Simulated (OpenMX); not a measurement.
## BiS in OpenMX: the effect of dispersion

The system is BiS.

```xyz
2
Lattice="2.1093 1.2178 3.5005 -2.1093 1.2178 3.5005 0.0000 -2.4356 3.5005" Properties=species:S:1:pos:R:3 pbc="T T T"
Bi    0.0000    0.0000    0.0000
S     0.0000    0.0000    5.2507
```

The cell was built by a generator and needn't be a form met in nature.

Alike in all runs:

```yaml
Program: OpenMX 3.8.5
Task: single point
Functional: PBE
Potentials_or_basis: OpenMX 2013 PBE set, Bi8.0-s3p2d2f1, S7.0-s2p2d1f1, grid cutoff 500 Ry
k_mesh: 7 × 7 × 7
Occupations: fermi-dirac, width 0.05 eV
Spin: no spin polarisation
```

```tsv
dispersion	pressure (GPa)
none	-0.5
D3	?
D3(BJ)	-2.8
D4	-2.8
```

Task: What does the run with dispersion D3 give?

Result: Pressure -1.4 GPa.

Caveats: the basis of atomic orbitals isn't converged, which shifts pressures, moduli and gaps; pairwise dispersion overbinds metals, which lowers pressure and volume (some runs).
